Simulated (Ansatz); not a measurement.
# BH5Se (SMILES [BH3-][SeH2+]): single points off equilibrium

Aim: energy, forces and dipole at a structure displaced at random from a GFN2-xTB minimum, from CCSD(T) and from density functionals.

Computed with Ansatz 0.2.0, Gaussian basis. Level: single points in def2-TZVPP.

Correlated methods freeze the cores. Filled d shells of the heavier atoms are correlated.

## Step 1: Where the work starts

SMILES `[BH3-][SeH2+]`, 7 atoms, charge 0, spin multiplicity 1.

Atoms are counted from 1 here; the program's logs count them from 0.

Bond lengths: B1–Se2 2.125 Å, B1–H3 1.173 Å, B1–H4 1.205 Å, B1–H5 1.194 Å, Se2–H6 1.421 Å, Se2–H7 1.464 Å. Angles: Se2–B1–H3 105.3°, Se2–B1–H4 102.1°, Se2–B1–H5 102.5°, H3–B1–H4 113.3°, H3–B1–H5 117.3°, H4–B1–H5 114.0°, B1–Se2–H6 103.0°, B1–Se2–H7 104.2°, H6–Se2–H7 90.3°.

Coordinates:

```
B    -0.68710   -0.41500   -0.47620
Se    0.98730    0.78070    0.05520
H    -0.98380   -0.98490    0.50500
H    -0.22430   -1.13570   -1.32420
H    -1.45920    0.39430   -0.89500
H     0.56590    1.40420    1.26090
H     1.84970   -0.12590    0.81540
```

## Step 2: CCSD(T)/def2-TZVPP

Input file run/in.yaml:

```yaml
crystal:
  periodic: [false, false, false]
  atoms:
    - {symbol: B, position_ang: [-0.687100, -0.415000, -0.476200]}
    - {symbol: Se, position_ang: [0.987300, 0.780700, 0.055200]}
    - {symbol: H, position_ang: [-0.983800, -0.984900, 0.505000]}
    - {symbol: H, position_ang: [-0.224300, -1.135700, -1.324200]}
    - {symbol: H, position_ang: [-1.459200, 0.394300, -0.895000]}
    - {symbol: H, position_ang: [0.565900, 1.404200, 1.260900]}
    - {symbol: H, position_ang: [1.849700, -0.125900, 0.815400]}
basis:
  gaussian: {orbitals: def2-TZVPP}
correlation: {method: ccsd_t}
output: {forces: true}
```

No record of the launch command was kept for these runs.

## Step 3: PBE0-D4/def2-TZVPP

run/in.yaml, as its differences from that of step 2:

```diff
@@ -12,3 +12,3 @@
   gaussian: {orbitals: def2-TZVPP}
-correlation: {method: ccsd_t}
-output: {forces: true}
+hamiltonian: {xc: pbe0, dispersion: d4}
+output: {forces: true, orbitals: {seedname: orbitals}}
```

## Step 4: wB97M-V/def2-TZVPP

run/in.yaml, as its differences from that of step 3:

```diff
@@ -12,3 +12,3 @@
   gaussian: {orbitals: def2-TZVPP}
-hamiltonian: {xc: pbe0, dispersion: d4}
-output: {forces: true, orbitals: {seedname: orbitals}}
+hamiltonian: {xc: {name: wB97M-V}}
+output: {forces: true}
```

## Step 5: r2SCAN-D4/def2-TZVPP

run/in.yaml, as its differences from that of step 4:

```diff
@@ -12,3 +12,3 @@
   gaussian: {orbitals: def2-TZVPP}
-hamiltonian: {xc: {name: wB97M-V}}
+hamiltonian: {xc: r2scan, dispersion: d4}
 output: {forces: true}
```

## Step 6: PBE-D4/def2-TZVPP

run/in.yaml, as its differences from that of step 5:

```diff
@@ -12,3 +12,3 @@
   gaussian: {orbitals: def2-TZVPP}
-hamiltonian: {xc: r2scan, dispersion: d4}
+hamiltonian: {xc: pbe, dispersion: d4}
 output: {forces: true}
```

## Step 7: BLYP-D4/def2-TZVPP

run/in.yaml, as its differences from that of step 6:

```diff
@@ -12,3 +12,3 @@
   gaussian: {orbitals: def2-TZVPP}
-hamiltonian: {xc: pbe, dispersion: d4}
+hamiltonian: {xc: {name: BLYP}, dispersion: d4}
 output: {forces: true}
```

## Step 8: LC-wPBE/def2-TZVPP

run/in.yaml, as its differences from that of step 7:

```diff
@@ -12,3 +12,3 @@
   gaussian: {orbitals: def2-TZVPP}
-hamiltonian: {xc: {name: BLYP}, dispersion: d4}
+hamiltonian: {xc: {name: LC-wPBE}}
 output: {forces: true}
```

(Steps that only read results are left out.)

Before running it: what results should come out? Wanted: energy less free atoms, CCSD(T)/def2-TZVPP; RMS force component; RMS force error; HOMO and LUMO, PBE0-D4; T1 diagnostic.

**Answer**, as computed:

| quantity | value |
| --- | --- |
| energy less free atoms, CCSD(T)/def2-TZVPP | -451.2 kcal/mol |
| RMS force component | 0.375 to 0.553 eV/Å over the methods |
| RMS force error | PBE0-D4 0.098, wB97M-V 0.043, r2SCAN-D4 0.090, PBE-D4 0.232, BLYP-D4 0.211, LC-wPBE 0.089 eV/Å |
| HOMO and LUMO, PBE0-D4 | -8.29 and -0.58 eV |
| T1 diagnostic | 0.009 |

Against CCSD(T) the functionals' energies less atoms differ by -11.8 to -1.0 kcal/mol, PBE-D4 by -10.4 kcal/mol. CCSD(T) in triple zeta still lacks some correlation energy of the bonds, so part of these gaps is its own basis error and they don't rank the functionals. The forces of wB97M-V come nearest to CCSD(T), those of PBE-D4 are farthest.
